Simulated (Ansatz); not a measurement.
**Ga in Ansatz: the effect of functional**

Ga, a sheet with vacuum:

```
CELL_PARAMETERS angstrom
4.33047 0.00000 0.00000
-2.16523 3.75030 0.00000
0.00000 0.00000 23.80000
ATOMIC_POSITIONS crystal
Ga 0.33333 0.66667 0.29412
Ga 0.66667 0.33333 0.29412
```

The cell was built by a generator and needn't be a form met in nature.

Alike in all runs:

- Program: Ansatz 0.2.0
- Task: work function
- Potentials or basis: all-electron LAPW, scalar-relativistic
- Basis error allowed: 0.002 eV/atom
- k mesh: 7 × 7 × 1
- Occupations: fermi-dirac, width 0.05 eV
- Spin: no spin polarisation

| functional | cutoff | work function (eV) |
| --- | --- | --- |
| PBE | 282 eV (chosen from the basis error) | ? |
| LDA | 283 eV (chosen from the basis error) | 4.61 |
| PBEsol | 283 eV (chosen from the basis error) | 4.42 |

Problem. What does the run with functional PBE give?

Solution. Work function 4.33 eV.
